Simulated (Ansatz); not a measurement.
# Ge: the cost of one run

Method: DFT LDA, scalar-relativistic, plane waves, PAW, in Ansatz 0.2.0.

2 further runs of the same task are left out: 1 that didn't finish, 1 set aside as unsound or not needed.

### Step 1. The starting structure

The structure is cubic, space group Fd-3m (No. 227). Conventional cell: a = 5.621 Å, b = 5.621 Å, c = 5.621 Å, α = 90.00°, β = 90.00°, γ = 90.00°. Ge (site symmetry -43m) is surrounded by 4 Ge at 2.43 Å.

Structure file:

```cif
data_structure
_symmetry_space_group_name_H-M 'Fd-3m:1'
_symmetry_Int_Tables_number 227
_cell_length_a 5.6214
_cell_length_b 5.6214
_cell_length_c 5.6214
_cell_angle_alpha 90.000
_cell_angle_beta 90.000
_cell_angle_gamma 90.000
_cell_volume 177.64
loop_
_atom_site_label
_atom_site_type_symbol
_atom_site_symmetry_multiplicity
_atom_site_Wyckoff_symbol
_atom_site_fract_x
_atom_site_fract_y
_atom_site_fract_z
_atom_site_occupancy
Ge1 Ge 8 b 0.00000 0.00000 0.50000 1
```

It goes back to an entry of the Materials Project.

It is the result of an earlier relaxation at this level (volume 22.21 Å³/atom; gap on the mesh: none (metal)).

### Step 2. The bulk in the cell of the plane

The input, input.yaml:

```yaml
crystal:
  lattice:
    - [3.9749643235, 0.0, 0.0]
    - [-1.9874821618, 3.4424200833, 0.0]
    - [-1.9874821618, 1.1474733611, 3.2455447795]
  atoms:
    - { symbol: Ge, position: [0.0, 0.0, 0.0] }
    - { symbol: Ge, position: [0.25, 0.75, 0.75] }
basis:
  ecutwfc: 420
kpoints:
  mp_grid: { grid: [9, 9, 11] }
hamiltonian:
  xc: lda
scf:
  occupations: { method: gaussian, width: 0.1 }
output:
  forces: true
  stress: true
  eigenvalues: true
  write_density: true
  write_potential: true
  elf: true
  volumetric_format: npy
```

Launch:

```
> ansatz run input.yaml --threads 4 --pin off --max-ram 8192MiB --backend cpu --events-out ev --progress --plain --runs-dir out
```

**Question.** How long does this run take on 4 threads of Intel Xeon Platinum 8488C (Sapphire Rapids), shared host, and how much memory does it need?

About 3.2 s, with a peak of 0.51 GiB.
